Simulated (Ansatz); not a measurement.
# Br2H2InN: ionisation energy by level of theory

One table from this session's results is given with a row withheld; the runs are named, their logs left out.

Program: Ansatz 0.2.0, Gaussian basis. Level of theory: unrestricted cation, the program's frozen cores in correlated methods. These are calculated values, not measurements.

The runs, in order: UKS PBE-D4/def2-TZVPP; UKS r2SCAN-D4/def2-TZVPP; UKS PBE0-D4/def2-TZVPP; UKS B3LYP-D4/def2-TZVPP; UKS wB97X-V/def2-TZVPP; UKS wB97M-V/def2-TZVPP; UKS B2PLYP/def2-TZVPP; UHF-CCSD(T)/def2-TZVPP; UHF-MP2/def2-QZVPP; extrapolation to the limit; then −ε(HOMO) from the neutral's earlier runs with LDA (SPW92), PBE-D4, revPBE-D4, BLYP-D4, r2SCAN-D4, B97M-V, PBE0-D4, B3LYP-D4, r2SCANh-D4, r2SCAN0-D4, HSE06-D4, BHLYP-D4, CAM-B3LYP-D4, LC-ωPBE, ωB97X-V, ωB97M-V.

## The geometry

An earlier PBE0-D4 in a triple-zeta def2 set relaxation fixed the geometry. In takes the def2 core potential; no spin-orbit term is included.

6 atoms, charge 0, spin multiplicity 1.

Atoms are counted from 1 here; the program's logs count them from 0.

Bond lengths: N1–In2 2.002 Å, N1–H5 1.010 Å, N1–H6 1.010 Å, In2–Br3 2.449 Å, In2–Br4 2.449 Å. Angles: In2–N1–H5 115.9°, In2–N1–H6 115.9°, H5–N1–H6 109.8°, N1–In2–Br3 120.7°, N1–In2–Br4 120.8°, Br3–In2–Br4 118.2°.

Set-up of the first run:

File in.yaml:

```yaml
crystal:
  periodic: [false, false, false]
  atoms:
    - {symbol: N, position_ang: [-0.105824, 1.233751, -0.257507]}
    - {symbol: In, position_ang: [0.111520, -0.738794, 0.007236]}
    - {symbol: Br, position_ang: [2.278817, -1.685308, 0.644574]}
    - {symbol: Br, position_ang: [-1.713356, -2.282816, -0.526791]}
    - {symbol: H, position_ang: [-1.049758, 1.587136, -0.187299]}
    - {symbol: H, position_ang: [0.520800, 1.822031, 0.273588]}
basis:
  gaussian: {orbitals: def2-TZVPP}
total_charge: 1
magnetization: {spin_polarized: true, initial_magnetization: 1}
hamiltonian: {xc: pbe, dispersion: d4}
```

Run with:

```console
> ansatz run in.yaml --threads 2 --pin off --events-out ev --progress --plain --max-ram 32768MiB --backend cpu
```

Among the steps run: Cation, UKS PBE-D4/def2-TZVPP; Cation, UKS r2SCAN-D4/def2-TZVPP; Cation, UKS PBE0-D4/def2-TZVPP; Cation, UKS B3LYP-D4/def2-TZVPP; Cation, UKS wB97X-V/def2-TZVPP; Cation, UKS wB97M-V/def2-TZVPP; Cation, UKS B2PLYP (frozen core)/def2-TZVPP; Cation, UHF-CCSD(T)/def2-TZVPP; Cation, UHF-MP2/def2-QZVPP.

One table of the session follows, with a row left open; its other results are not shown here.

For comparison, −ε(HOMO) of the neutral from earlier runs:

| functional | −ε(HOMO) (eV) |
| --- | --- |
| LDA (SPW92) | 6.82 |
| PBE-D4 | 6.61 |
| revPBE-D4 | 6.54 |
| BLYP-D4 | 6.47 |
| r2SCAN-D4 | 6.92 |
| B97M-V | 6.93 |
| PBE0-D4 | ? |
| B3LYP-D4 | 7.71 |
| r2SCANh-D4 | 7.42 |
| r2SCAN0-D4 | 8.17 |
| HSE06-D4 | 7.55 |
| BHLYP-D4 | 9.19 |
| CAM-B3LYP-D4 | 9.35 |
| LC-ωPBE | 10.75 |
| ωB97X-V | 10.37 |
| ωB97M-V | 10.26 |

**Question.** Estimate the row for PBE0-D4.

The run gave: −ε(HOMO) (eV): 7.95. In the column «−ε(HOMO) (eV)» it lies between B3LYP-D4 (7.71) and r2SCAN0-D4 (8.17).
